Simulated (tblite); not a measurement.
# C16H24O12Si8: the cost of one run

Programs: tblite 0.8.0 and PySCF 2.14.0, with routines of our own; each step states its level. All values are computed. Atoms count from 0.

## 1. The starting structure

60 atoms, charge 0, multiplicity 1; geometry from: force field, distance geometry or constructed start.

## 2. Optimising the geometry with GFN2-xTB

The job: settings as JSON, then the geometry in Å.

```
{"job": {"kind": "relax", "xc": "GFN2-xTB", "basis": "xTB"}, "charge": 0, "multiplicity": 1}
C     -3.423800    -5.185100     1.210700
C     -2.749700    -4.195300     1.125200
Si    -1.662800    -2.643900     1.007900
O     -0.143300    -3.020100     1.466700
Si     1.424300    -2.543100     1.489000
C      2.507500    -4.028500     1.945800
C      3.197300    -4.966900     2.239400
O      1.656500    -1.359100     2.604000
Si     1.078400     0.049000     3.204300
C      1.911800     0.381800     4.875800
C      2.443100     0.590000     5.929400
O     -0.546600    -0.048300     3.444700
Si    -2.021600    -0.048100     2.730300
C     -3.339400     0.213900     4.057100
C     -4.180900     0.385100     4.905300
O     -2.298600    -1.489600     1.998700
O     -2.131300     1.180500     1.638000
Si    -1.683800     1.710000     0.148200
C     -2.771500     3.211200    -0.319100
C     -2.454100     3.825200    -1.676000
O     -1.904100     0.532400    -0.971700
Si    -1.331600    -0.890700    -1.578400
C     -2.171400    -1.218200    -3.251100
C     -1.739000    -2.508400    -3.953700
O     -1.681600    -2.126400    -0.553900
O      0.289400    -0.796600    -1.814800
Si     1.776600    -0.789700    -1.097400
C      3.106500    -1.051800    -2.438200
C      3.128800     0.008300    -3.533800
O      1.879600    -2.015900    -0.001600
O      2.050400     0.655100    -0.359700
Si     1.422700     1.815000     0.631600
C      2.507400     3.379000     0.493600
C      2.584100     3.983600    -0.895700
O      1.435700     1.296900     2.187700
O     -0.108400     2.198300     0.167400
H     -4.034300    -6.057500     1.281000
H      3.806200    -5.801000     2.502800
H      2.916200     0.771000     6.870000
H     -4.925600     0.528800     5.657300
H     -2.652600     3.969000     0.460600
H     -3.811400     2.879800    -0.300300
H     -1.419700     4.189200    -1.727100
H     -3.119200     4.672200    -1.872300
H     -2.598100     3.100300    -2.485300
H     -1.972400    -0.366500    -3.915600
H     -3.255000    -1.254000    -3.092200
H     -2.264700    -2.615100    -4.901400
H     -1.949200    -3.385200    -3.338600
H     -0.658100    -2.494400    -4.161800
H      2.940000    -2.043100    -2.890000
H      4.091000    -1.081400    -1.945500
H      2.173900     0.047000    -4.069000
H      3.912000    -0.217700    -4.261800
H      3.325200     1.002400    -3.117400
H      3.518100     3.124100     0.833000
H      2.119400     4.119400     1.191600
H      3.007000     3.284700    -1.621500
H      3.218300     4.875100    -0.885700
H      1.590000     4.284400    -1.259800
```

On the command line:

```
OMP_NUM_THREADS=4 python large_run.py task.json out
```

One launch serves the whole session: the jobs run in the order shown.

**Question.** How long does this first job take on 4 threads of Arm Neoverse N1, shared host, and how much memory does it need?

About 4.9 s, with a peak of 0.18 GiB.
